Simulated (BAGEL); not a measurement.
# SiH3Se (SMILES [SiH2][SeH]): UHF/cc-pVTZ (density fitting with qzvpp-jkfit)

Aim: the vertical ionisation energy of SiH3Se at UHF/cc-pVTZ (density fitting with qzvpp-jkfit), from 2 runs. 

Program for the calculation: BAGEL 1.2.2.

2 further runs of the same task are left out: 2 that didn't finish.

## Step 1: The structure to begin with

The species is SiH3Se (5 atoms), meant as a doublet with charge 0. As SMILES, `[SiH2][SeH]`. The coordinates come from a PBE0-D4/def2-TZVP relaxation. This is one conformer, not always the lowest.

Bond lengths: Si1–Se2 2.272 Å, Si1–H3 1.492 Å, Si1–H4 1.489 Å, Se2–H5 1.469 Å. Angles: Si1–Se2–H5 93.1°, Se2–Si1–H3 111.1°, Se2–Si1–H4 104.9°, H3–Si1–H4 110.2°.

## Step 2: The energy at UHF/cc-pVTZ (density fitting with qzvpp-jkfit)

job.json reads:

```json
{ "bagel": [

{
  "title": "molecule",
  "basis": "cc-pvtz.json",
  "df_basis": "qzvpp-jkfit",
  "angstrom": true,
  "geometry": [
    { "atom": "Si", "xyz": [    0.060900,   -0.791800,    0.205800 ] },
    { "atom": "Se", "xyz": [    0.776600,    1.182400,   -0.661900 ] },
    { "atom": "H", "xyz": [   -1.304300,   -0.656200,    0.791600 ] },
    { "atom": "H", "xyz": [    0.034200,   -1.731400,   -0.948800 ] },
    { "atom": "H", "xyz": [    0.482600,    1.923300,    0.572000 ] }
  ]
},
{ "title": "uhf", "nopen": 1 },
{ "title": "print", "file": "orbitals.molden", "orbitals": true }

]}
```

The basis set cc-pVTZ is read from a file made from the Basis Set Exchange's data (not shown).

Command:

```console
$ BAGEL_NUM_THREADS=1 BAGEL job.json > job.out
```

Output:

```text
* using 1 threads per process

  ===============================================================
  ===============================================================

  *** Geometry ***

  { "atom" : "Si", "xyz" : [      0.115084,     -1.496285,      0.388906 ] },
  { "atom" : "Se", "xyz" : [      1.467561,      2.234412,     -1.250810 ] },
  { "atom" : "H", "xyz" : [     -2.464770,     -1.240038,      1.495907 ] },
  { "atom" : "H", "xyz" : [      0.064629,     -3.271872,     -1.792972 ] },
  { "atom" : "H", "xyz" : [      0.911982,      3.634510,      1.080923 ] },

  Number of auxiliary basis functions:      448

  Since a DF basis is specified, we compute 2- and 3-index integrals:
    o Being stored without compression. Storage requirement is 0.051 GB

  Number of basis functions:      119
  Number of electrons      :       51

    * METHOD: MOLECULE                             0.30

  *** Open-shell HF ***

  === Nuclear Repulsion ===
   147.9373732734

      * DIIS with orbital gradients will be used.

  === UHF iteration (cc-pvtz.json) ===
      0      -2690.51373678          0.01240984           0.20
      1      -2690.55612457          0.00443859           0.20
      2      -2690.56300958          0.00186195           0.21
      3      -2690.56467087          0.00085342           0.19
      4      -2690.56508511          0.00022714           0.19
      5      -2690.56516427          0.00006931           0.19
      6      -2690.56517457          0.00003363           0.20
      7      -2690.56517856          0.00001612           0.21
      8      -2690.56517990          0.00000439           0.21
      9      -2690.56518001          0.00000205           0.21
     10      -2690.56518004          0.00000092           0.20
     11      -2690.56518004          0.00000041           0.21
     12      -2690.56518004          0.00000015           0.20
     13      -2690.56518004          0.00000007           0.19
     14      -2690.56518004          0.00000003           0.20
     15      -2690.56518004          0.00000002           0.21
     16      -2690.56518004          0.00000001           0.20
    * SCF iteration converged.

    * S^2 (UHF) is 0.7576

    * Permanent dipole moment:
           (    0.136332,     0.135296,    -0.338053) a.u.

    * METHOD: UHF                                  3.73

    * METHOD: PRINT                                0.02

  ===============================================================
```

Wall time 4.5 s (1 thread of Intel Xeon 6975P-C (Granite Rapids), shared host); peak memory 0.16 GiB.

## Step 3: The singlet cation, same level

input.json reads:

```json
{ "bagel": [

{
  "title": "molecule",
  "basis": "cc-pvtz.json",
  "df_basis": "qzvpp-jkfit",
  "angstrom": true,
  "geometry": [
    { "atom": "Si", "xyz": [       0.060900,      -0.791800,       0.205800 ] },
    { "atom": "Se", "xyz": [       0.776600,       1.182400,      -0.661900 ] },
    { "atom": "H", "xyz": [      -1.304300,      -0.656200,       0.791600 ] },
    { "atom": "H", "xyz": [       0.034200,      -1.731400,      -0.948800 ] },
    { "atom": "H", "xyz": [       0.482600,       1.923300,       0.572000 ] }
  ]
},

{ "title": "hf", "charge": 1 },

{ "title": "print", "file": "orbitals.molden", "orbitals": true }

]}
```

The basis set cc-pVTZ is read from a file made from the Basis Set Exchange's data (not shown).

Command:

```console
$ BAGEL_NUM_THREADS=1 BAGEL input.json > input.out
```

Output:

```text
* using 1 threads per process

  ===============================================================
  ===============================================================

  *** Geometry ***

  { "atom" : "Si", "xyz" : [      0.115084,     -1.496285,      0.388906 ] },
  { "atom" : "Se", "xyz" : [      1.467561,      2.234412,     -1.250810 ] },
  { "atom" : "H", "xyz" : [     -2.464770,     -1.240038,      1.495907 ] },
  { "atom" : "H", "xyz" : [      0.064629,     -3.271872,     -1.792972 ] },
  { "atom" : "H", "xyz" : [      0.911982,      3.634510,      1.080923 ] },

  Number of auxiliary basis functions:      448

  Since a DF basis is specified, we compute 2- and 3-index integrals:
    o Being stored without compression. Storage requirement is 0.051 GB

  Number of basis functions:      119
  Number of electrons      :       51

    * METHOD: MOLECULE                             0.37

  *** RHF ***

  === Nuclear Repulsion ===
   147.9373732734

      * DIIS with orbital gradients will be used.

  === RHF iteration (cc-pvtz.json) ===
      0      -2690.20913829          0.00817483           0.10
      1      -2690.26321374          0.00332171           0.09
      2      -2690.27044566          0.00125497           0.09
      3      -2690.27185100          0.00026626           0.09
      4      -2690.27194213          0.00010479           0.09
      5      -2690.27196520          0.00004310           0.10
      6      -2690.27197106          0.00001573           0.10
      7      -2690.27197188          0.00000593           0.10
      8      -2690.27197199          0.00000217           0.10
      9      -2690.27197200          0.00000095           0.09
     10      -2690.27197200          0.00000042           0.09
     11      -2690.27197200          0.00000022           0.09
     12      -2690.27197200          0.00000010           0.09
     13      -2690.27197200          0.00000004           0.08
     14      -2690.27197200          0.00000002           0.09
     15      -2690.27197200          0.00000001           0.09
     16      -2690.27197200          0.00000000           0.08
    * SCF iteration converged.

    * Permanent dipole moment:
           (    0.513697,     1.499152,    -1.170444) a.u.

    * METHOD: HF                                   1.87

    * METHOD: PRINT                                0.02

  ===============================================================
```

Run time: 2.4 s. Hardware: 1 thread of Intel Xeon 6975P-C (Granite Rapids), shared host; peak memory 0.16 GiB.

## Step 4: Outcome

At UHF/cc-pVTZ (density fitting with qzvpp-jkfit):

```
                                          quantity           value
                      doublet SiH3Se: total energy  -2690.56518 Eh
                     doublet SiH3Se: dipole moment          0.99 D
                              doublet SiH3Se: ⟨S²⟩           0.758
                      singlet cation: total energy  -2690.27197 Eh
                       singlet cation: HOMO energy       -15.90 eV
                       singlet cation: LUMO energy        -7.04 eV
                     singlet cation: HOMO–LUMO gap         8.86 eV
vertical ionisation energy (to the singlet cation)        7.979 eV
```

In words: The vertical ionisation energy comes to 7.98 eV (184 kcal/mol). Only the singlet of the ionised species was computed; a triplet could lie lower.
